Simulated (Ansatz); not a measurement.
**GeH2+ (quartet): from Hartree-Fock to the top rungs, cc-pVTZ**

How much of the correlation energy of GeH2+ (quartet) does each wave-function method recover here?

The runs use Ansatz 0.2.0, Gaussian basis; cc-pVTZ, core rule «outside noble gas», up to 14 orbitals frozen.

Plan: UHF; CCSD(T) on ROHF; CCSD(T) on UHF; BCCD(T) on ROHF; CISD; CCSDT(Q) on ROHF; CCSDT(Q) on UHF; CISDTQ; CCSDTQ on ROHF; CASSCF and MRCISD+Q, 5 electrons in 6 orbitals; CASSCF and NEVPT2, 5 electrons in 6 orbitals; Full CI.

5 further runs of the same task are left out: 1 that didn't finish, 4 set aside as unsound or not needed.

## 1. What is computed

The geometry is a PBE0/def2-TZVP stationary point (not a proven minimum) of the parent state, kept for this charge and spin. No spin-orbit coupling is included. The filled d shell of Ge may be among the frozen orbitals whatever the setting's name suggests; the logs give the count.

3 atoms, charge 1, spin multiplicity 4.

Atoms are counted from 1 here; the program's logs count them from 0.

Bond lengths: Ge1–H2 1.541 Å, Ge1–H3 1.541 Å. Angles: H2–Ge1–H3 120.0°.

## 2. UHF

Contents of in.yaml:

```yaml
crystal:
  periodic: [false, false, false]
  atoms:
    - {symbol: Ge, position_ang: [0.000000, -0.020787, 0.000000]}
    - {symbol: H, position_ang: [0.000000, 0.749032, -1.334401]}
    - {symbol: H, position_ang: [0.000000, 0.749032, 1.334401]}
basis:
  gaussian: {orbitals: cc-pVTZ}
total_charge: 1
magnetization: {spin_polarized: true, initial_magnetization: 3}
hamiltonian: {xc: hf}
output: {orbitals: {seedname: orbitals}}
```

The run is started by

```console
ansatz run in.yaml --threads 1 --pin off --events-out ev --progress --plain --max-ram 4160MiB --backend cpu
```

Further steps of the session: CCSD(T) on ROHF; CCSD(T) on UHF; BCCD(T) on ROHF; CISD; CCSDT(Q) on ROHF; CCSDT(Q) on UHF; CISDTQ; CCSDTQ on ROHF; CASSCF and MRCISD+Q, 5 electrons in 6 orbitals; CASSCF and NEVPT2, 5 electrons in 6 orbitals; Full CI.

**Question.** What will the summary of the whole plan be? Wanted: FCI below the RHF energy; RMP2 from FCI; UMP2 from FCI; RCCSD from FCI; RCCSD(T) from FCI; UCCSD(T) from FCI; RCCSDT(Q) from FCI; UCCSDT(Q) from FCI; NEVPT2 valence from FCI.

The runs gave:

| quantity | value |
| --- | --- |
| FCI below the RHF energy | -2.4805 eV |
| RMP2 from FCI | +533.7 meV |
| UMP2 from FCI | +580.3 meV |
| RCCSD from FCI | +93.0 meV |
| RCCSD(T) from FCI | +19.7 meV |
| UCCSD(T) from FCI | -2.4 meV |
| RCCSDT(Q) from FCI | -0.4 meV |
| UCCSDT(Q) from FCI | -22.5 meV |
| NEVPT2 valence from FCI | +350.6 meV |
| MRCISD+Q valence from FCI | +4.3 meV |
| levels within 1 kcal/mol (43 meV) | RCCSD(T), UCCSD(T), BCCD(T), RCCSDT, UCCSDT, CISDTQ, RCCSDT(Q), UCCSDT(Q), RCCSDTQ, MRCISD+Q valence |
| T1 diagnostic | 0.024 |
| effectively unpaired electrons | 3.03 |

RCCSD(T) lands +19.7 meV from the yardstick (0.8 % of the correlation energy). CCSD(T) misses by +19.7 meV on the restricted determinant and by -2.4 meV on the unrestricted one; the two need not hold the same state or core. UCCSD(T), UCCSDT, UCCSDT(Q) fall below full CI: unrestricted runs freeze a spin-polarised core, another one than full CI's, and coupled cluster isn't variational. One determinant dominates. Of the multireference levels listed MRCISD+Q valence comes nearest in total energy (+4.3 meV), which doesn't show that its space is the better one. These misses are within one basis, not against nature; the frozen cores of restricted and unrestricted runs differ, which can shift their rows.
